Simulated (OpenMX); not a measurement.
Write the native input for OpenMX 3.8.5 that does the following.

| Property | Result |
| --- | --- |
| Task | band structure |
| Functional | PBE |
| Potentials or basis | OpenMX 2013 PBE set, Si7.0-s2p2d1, Te7.0-s3p2d2f1, grid cutoff 500 Ry |
| k mesh | 5 × 5 × 5 |
| Occupations | fermi-dirac, width 0.05 eV |
| Spin | non-collinear spin, zero start, spin-orbit coupling |
| Starting moments | [[0.0, 0.0, 0.0], [0.0, 0.0, 0.0]] μB |
| Mixing scheme | rmm-diisk |
| SCF threshold | 1e-07 Ha |
| Solver | band |
| Max SCF cycles | 100 |

Crystal: SiTe.

```
Si Te
1.0
     3.71434    0.00000    0.00000
    -1.85717    3.21671    0.00000
     0.00000    0.00000    4.97637
Si Te
1 1
Direct
  0.00000 0.00000 0.50000
  0.00000 0.00000 0.00000
```

The cell was built by a generator and needn't be a form met in nature.

These files were run (other wordings do the same):

SiTe.dat

```
System.CurrrentDirectory             ./
System.Name                          SiTe
DATA.PATH                            ./DFT_DATA13
level.of.stdout                      1
level.of.fileout                     0
Species.Number                       2
<Definition.of.Atomic.Species
  Si  Si7.0-s2p2d1           Si_PBE13
  Te  Te7.0-s3p2d2f1         Te_PBE13
Definition.of.Atomic.Species>

Atoms.Number                         2
Atoms.SpeciesAndCoordinates.Unit     FRAC
<Atoms.SpeciesAndCoordinates
    1  Si    0.0000000000    0.0000000000    0.5000000000   2.000  2.000     0.00    0.00    0.00    0.00  0  off
    2  Te    0.0000000000    0.0000000000    0.0000000000   8.000  8.000     0.00    0.00    0.00    0.00  0  off
Atoms.SpeciesAndCoordinates>

Atoms.UnitVectors.Unit               Ang
<Atoms.UnitVectors
     3.7143358800    0.0000000000    0.0000000000
    -1.8571679400    3.2167092300    0.0000000000
     0.0000000000    0.0000000000    4.9763725600
Atoms.UnitVectors>

scf.XcType                           GGA-PBE
scf.SpinPolarization                 nc
scf.SpinOrbit.Coupling               on
scf.ElectronicTemperature            580.226
scf.energycutoff                     500.0
scf.maxIter                          100
scf.EigenvalueSolver                 band
scf.Kgrid                            5 5 5
scf.Mixing.Type                      rmm-diisk
scf.Init.Mixing.Weight               0.05
scf.Min.Mixing.Weight                0.001
scf.Max.Mixing.Weight                0.3
scf.Mixing.History                   25
scf.Mixing.StartPulay                8
scf.criterion                        1.0e-7
MD.Type                              nomd
Band.dispersion                      on
Band.Nkpath                          9
<Band.kpath
   11   0.000000  0.000000  0.000000    0.500000  0.000000  0.000000  G M
    6   0.500000  0.000000  0.000000    0.333333  0.333333  0.000000  M K
   12   0.333333  0.333333  0.000000    0.000000  0.000000  0.000000  K G
    7   0.000000  0.000000  0.000000    0.000000  0.000000  0.500000  G A
   11   0.000000  0.000000  0.500000    0.500000  0.000000  0.500000  A L
    6   0.500000  0.000000  0.500000    0.333333  0.333333  0.500000  L H
   12   0.333333  0.333333  0.500000    0.000000  0.000000  0.500000  H A
    7   0.500000  0.000000  0.500000    0.500000  0.000000  0.000000  L M
    7   0.333333  0.333333  0.000000    0.333333  0.333333  0.500000  K H
Band.kpath>
```

Potentials or basis: OpenMX 2013 PBE set, Si7.0-s2p2d1, Te7.0-s3p2d2f1, grid cutoff 500 Ry.

Run with:

```bash
$ openmx SiTe.dat -nt 1 > SiTe.std
```

Results of the run:

| Item | Value |
| --- | --- |
| Band gap along the path | none (metal or under the smearing width) |
| Net moment | 0.00 μB per cell |
| Mulliken charges | Si +0.70; Te -0.70 e |

Caveat: the k mesh is coarse (spacing up to 0.39 Å⁻¹), so the values aren't converged; Mulliken charges move with the basis; total energies with and without spin-orbit coupling shouldn't be compared in this program; the basis of atomic orbitals isn't converged, which shifts pressures, moduli and gaps.

Run time: 86 s on 1 thread of AMD EPYC 9R45 96-Core Processor (Zen 5) (shared host), peak memory 1.2 GiB.
